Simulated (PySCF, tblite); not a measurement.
**Si4N2H11 radical: geometry, infrared bands and EPR parameters**

Aim: predict the infrared bands and EPR parameters of Si4N2H11 radical (`N[SiH2][SiH2]N([SiH2])[SiH3]`).

Programs: tblite 0.8.0 and PySCF 2.14.0, with density-fitted response routines of our own. Each step states its level of theory. These are calculated values for one molecule in the gas phase, unless marked as measured. Atoms are numbered from 0 throughout.

## Step 1: Starting geometry

17 atoms, charge 0, multiplicity 2; geometry from: force field or distance geometry start.

Bonds of the start (Å): N0–Si1 1.77, Si1–Si2 2.23, Si2–N3 1.78, N3–Si4 1.76, N3–Si5 1.77, N0–H6 1.02, N0–H7 1.03, Si1–H8 1.49, Si1–H9 1.48, Si2–H10 1.48, Si2–H11 1.47, Si4–H12 1.48, Si4–H13 1.45, Si5–H14 1.47, Si5–H15 1.49, Si5–H16 1.46.

## Step 2: Geometry optimisation with GFN2-xTB

What the job is given:

```
{"job": {"kind": "relax", "xc": "GFN2-xTB", "basis": "xTB"}, "charge": 0, "multiplicity": 2}
N      3.354400     0.644200    -0.629800
Si     1.928900     0.731600     0.423500
Si     0.211500    -0.308700    -0.553800
N     -1.090600    -0.272300     0.665600
Si    -1.734900     1.324200     1.023000
Si    -2.304600    -1.549100     0.460600
H      4.222100     0.382300    -0.154600
H      3.183300     0.156700    -1.523700
H      2.133800     0.064700     1.736100
H      1.607300     2.137500     0.737100
H      0.541200    -1.729300    -0.779900
H     -0.197300     0.361700    -1.800800
H     -0.933900     2.395200     0.393400
H     -3.159200     1.476600     0.779000
H     -2.003100    -2.216600    -0.817200
H     -2.088300    -2.527200     1.564100
H     -3.677600    -1.059400     0.415600
```

The run is started by

```sh
$ OMP_NUM_THREADS=1 python probes_run.py task.json out
```

One launch serves the whole session: the jobs run in the order shown.

**Question.** This job is followed by: GFN2-xTB harmonic vibrations, gas phase; UKS B3LYP, pcH-1 on H N Si, non-relativistic, mean-field spin-orbit, GIAO. Predict these results of the whole session: strongest single infrared mode (GFN2-xTB); zero-point energy (GFN2-xTB); g(iso) (B3LYP); ⟨S²⟩; largest a(iso) (averaged by class); surface potential, 1st and 99th percentile.

As calculated:

| quantity | value |
| --- | --- |
| strongest single infrared mode (GFN2-xTB) | 675 cm⁻¹, 719 km/mol |
| zero-point energy (GFN2-xTB) | 64.5 kcal/mol |
| g(iso) (B3LYP) | 2.00282 |
| ⟨S²⟩ | 0.752 (exact 0.75) |
| largest a(iso) (averaged by class) | 29Si on Si4, -510.1 MHz |
| surface potential, 1st and 99th percentile | -1.09 V and 1.63 V |

In words: The optimisation took 170 steps and gained 0.560 eV; among the close pairs (by a distance rule), Si1–Si2 changed most, from 2.233 to 2.292 Å. All 45 modes are real, so the xTB geometry is a minimum. The strongest single mode, at 675 cm⁻¹, is carried by H9, H8, H11. GFN2-xTB is a fitted tight-binding method: band positions and strengths are rough. Its intensities can rank the bands wrongly. Si4 carries the largest spin population, 0.85 e. The isotropic g lies 0.5 ppt above the free-electron value.
